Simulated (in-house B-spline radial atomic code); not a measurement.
**P⁵⁺: starting-point dependence of G0W0 and RPA**

G0W0 and RPA are one-shot methods. How much does the choice of start matter for P⁵⁺?

The numbers are computed with an in-house B-spline radial atomic code, version 1 (RPA, second order, AC-SOSEX and G0W0 (contour deformation) on a scalar-relativistic mean field, all electrons; no spin-orbit coupling, Breit or QED terms, no two-electron picture change), except any that are marked as measured or tabulated.

## Step 1: Starting point

- element: phosphorus (Z = 15)
- charge: +5
- electrons: 10
- configuration: [He] 2s2 2p6
- Hamiltonian: scalar-relativistic (spin-free one-electron X2C), finite nucleus
- starts: Hartree-Fock, LDA (VWN5), PBE, PBE0, r2SCAN, HSE06, B3LYP, SCAN, TPSS, BHandHLYP, CAM-B3LYP, LC-ωPBE, ωB97X, PBEsol, BLYP, r2SCAN0, exchange-only LDA

The outer shells:

P5+
```
[He] core
2s [↑↓]
2p [↑↓][↑↓][↑↓]
```

## Step 2: The run with the Hartree-Fock start

Settings of the run:

```ini
Z = 15
electrons = 10.0
configuration = [He] 2s2 2p6
hamiltonian = x2c
method = hf
lmax = 9
rms_radius = 3.1889
spin_polarised = False
box_radius = 10.43
intervals = 68
```

Command:

```
$ python run_gw.py task.json out
```

task.json lists these runs, among others, and the program works through them in turn.

After this run come: The run with the LDA (VWN5) start; The run with the PBE start; The run with the PBE0 start; The run with the r2SCAN start; The run with the HSE06 start; The run with the B3LYP start; The run with the SCAN start; The run with the TPSS start; The run with the BHandHLYP start; The run with the CAM-B3LYP start; The run with the LC-ωPBE start; The run with the ωB97X start; The run with the PBEsol start; The run with the BLYP start; The run with the r2SCAN0 start; The run with the exchange-only LDA start.

Before running it: what results should come out? Wanted: highest level, mean field; highest level, G0W0; RPA correlation energy; RPA+SOSEX.

As calculated:

| quantity | value |
| --- | --- |
| highest level, mean field (range over the runs) | -222.30 to -197.55 eV |
| highest level, G0W0 (range over the runs) | -220.99 to -220.28 eV |
| RPA correlation energy | -0.6183 to -0.5661 hartree |
| RPA+SOSEX | -0.3935 to -0.3593 hartree |
| semi-empirical ionisation energy (2p shell) | 220.43 eV (NIST Atomic Spectra Database, ionization energies) |
| G0W0 removal energy less that value | -0.151 to +0.558 eV |

What this shows: Across the starts the mean-field level varies by 24.7 eV and the G0W0 level by 0.71 eV (2.9 % as much). Semilocal starts leave the level too high; G0W0 lowers it by 18 to 23 eV. RPA gives the most correlation on exchange-only LDA and the least on Hartree-Fock (8.4 % apart); over the runs it loosely follows the gap of the start, as smaller excitation energies give more correlation. Against the semi-empirical ionisation energy, 220.43 eV, G0W0 is nearest on PBE (-0.024 eV) and farthest on Hartree-Fock (+0.56 eV). Without spin-orbit coupling the level is the average over j, while the tabulated threshold takes the electron from j = 3/2, which is bound less; that pushes the computed values up by a part of the shell's splitting. Read as a removal energy, the bare PBE level is off by -20.6 eV (-9.3 %) and the nearest bare level, Hartree-Fock's, by +1.87 eV.
